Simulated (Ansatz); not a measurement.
Below is the output of a Python script on Ansatz 0.2.0, Python API that makes a single point in a Gaussian basis of CH8N2OSi, SMILES C[Si](N)(N)O. Write a script that gives it. Settings: PBE, cc-pVDZ basis, multiplicity 1, D4 dispersion.

```yaml
atoms:
  - { symbol: C, position_ang: [-1.3494, -0.7296, 0.7430] }
  - { symbol: Si, position_ang: [-0.0298, 0.1400, -0.1210] }
  - { symbol: N, position_ang: [1.0285, 0.9243, 0.8656] }
  - { symbol: N, position_ang: [1.1347, -0.8557, -0.8929] }
  - { symbol: O, position_ang: [-0.3930, 1.2562, -1.2680] }
  - { symbol: H, position_ang: [-2.0347, 0.0448, 1.2630] }
  - { symbol: H, position_ang: [-2.0155, -1.2241, 0.0349] }
  - { symbol: H, position_ang: [-1.0057, -1.3952, 1.4625] }
  - { symbol: H, position_ang: [1.8222, 1.2894, 0.3416] }
  - { symbol: H, position_ang: [1.5039, 0.2106, 1.4797] }
  - { symbol: H, position_ang: [1.5520, -0.3036, -1.5514] }
  - { symbol: H, position_ang: [0.5608, -1.5276, -1.4360] }
  - { symbol: H, position_ang: [-0.7536, 2.1358, -0.9062] }
```

Output of `python ch8n2osi.py`:
```text
E = -14062.501257 eV = -516.7873893 Ha
converged: True  doubts: none
mean field: -516.7772552 Ha, <S^2> = 0.0000, stability: minimum
largest force 5.1315 eV/A, rms 1.6708
dipole (D): -0.858 -0.049 0.121, length 0.868
atom  Mulliken   Lowdin
C       -0.176   -0.053
Si       0.242   -0.496
N       -0.188    0.163
N       -0.188    0.176
O       -0.303    0.157
H        0.061    0.061
H        0.052    0.031
H        0.045    0.009
H        0.072   -0.012
H        0.081    0.014
H        0.063   -0.061
H        0.067   -0.001
H        0.171    0.011
HOMO -5.043 eV, LUMO 0.296 eV, gap 5.338 eV
```

One script that gives this output:

Script `ch8n2osi.py`:
```python
# -*- coding: utf-8 -*-
from pathlib import Path
import json

import ansatz as az
import numpy as np

geometry = (
    az.Crystal.molecule()
    .atom("C", (-1.3494, -0.7296, 0.743))
    .atom("Si", (-0.0298, 0.14, -0.121))
    .atom("N", (1.0285, 0.9243, 0.8656))
    .atom("N", (1.1347, -0.8557, -0.8929))
    .atom("O", (-0.393, 1.2562, -1.268))
    .atom("H", (-2.0347, 0.0448, 1.263))
    .atom("H", (-2.0155, -1.2241, 0.0349))
    .atom("H", (-1.0057, -1.3952, 1.4625))
    .atom("H", (1.8222, 1.2894, 0.3416))
    .atom("H", (1.5039, 0.2106, 1.4797))
    .atom("H", (1.552, -0.3036, -1.5514))
    .atom("H", (0.5608, -1.5276, -1.436))
    .atom("H", (-0.7536, 2.1358, -0.9062))
)

model = geometry.calculation().basis(gaussian="cc-pVDZ").functional("pbe", dispersion="d4").forces().orbitals()
result = model.run(runs_dir="out")
data = result.report

print(f"E = {data['free_energy_ev']:.6f} eV = {data['free_energy_ev'] / 27.211386246:.7f} Ha")
print("converged:", data["converged"], " doubts:", data["published_state_doubts"] or "none")

state = data["mean_field"]["state"]
print(f"mean field: {state['energy']['hartree']:.7f} Ha, <S^2> = {abs(state['spin_squared']):.4f}, stability: {state.get('stability', {}).get('kind')}")

symbols = [site.symbol for site in geometry.cartesian_sites]
forces = np.array(data["forces_ev_ang"])
print("largest force", round(float(np.linalg.norm(forces, axis=1).max()), 4), "eV/A, rms", round(float(np.sqrt((forces ** 2).mean())), 4))

charges = data["charge_distribution"]
dipole = np.array(charges["dipole_moment_e_ang"]) * 4.803205
print("dipole (D): {:.3f} {:.3f} {:.3f}, length {:.3f}".format(*dipole, np.linalg.norm(dipole)))
print("atom  Mulliken   Lowdin")
for symbol, m, l in zip(symbols, charges["mulliken_charges_e"], charges["lowdin_charges_e"]):
    print(f"{symbol:4s} {m:9.3f} {l:8.3f}")

lines = Path(data["orbitals_path"]).read_text().splitlines()
field_of = lambda key: [line.split("=")[1].strip() for line in lines if line.startswith(key)]
orbitals = [(27.211386 * float(e), s, float(n)) for e, s, n in zip(field_of("Ene="), field_of("Spin="), field_of("Occup="))]
homo = max(e for e, _, n in orbitals if n > 0.5)
lumo = min(e for e, _, n in orbitals if n < 0.5)
print(f"HOMO {homo:.3f} eV, LUMO {lumo:.3f} eV, gap {lumo - homo:.3f} eV")
with open("ch8n2osi.json", "w") as handle:
    json.dump({k: data[k] for k in ("free_energy_ev", "reference_energy_ev", "n_occupied", "n_virtual")}, handle, indent=1)
```

Notes:
- Total energies depend on the basis set; only differences at equal settings carry meaning.
- The geometry is a force-field or estimated start, not a minimum of this method, and the basis set is short of its limit.
- The Löwdin charges here are taken after orthogonalising the functions within each atom; they differ from plain Löwdin charges, and their signs can be unphysical.
- Levels such as HOMO and LUMO are orbital energies: with these approximate functionals they aren't the ionisation energy and electron affinity, and their gap isn't the fundamental gap.
- Finished in 4.4 s on 1 thread of Arm Neoverse V2, on a shared host, peak memory 0.23 GiB.
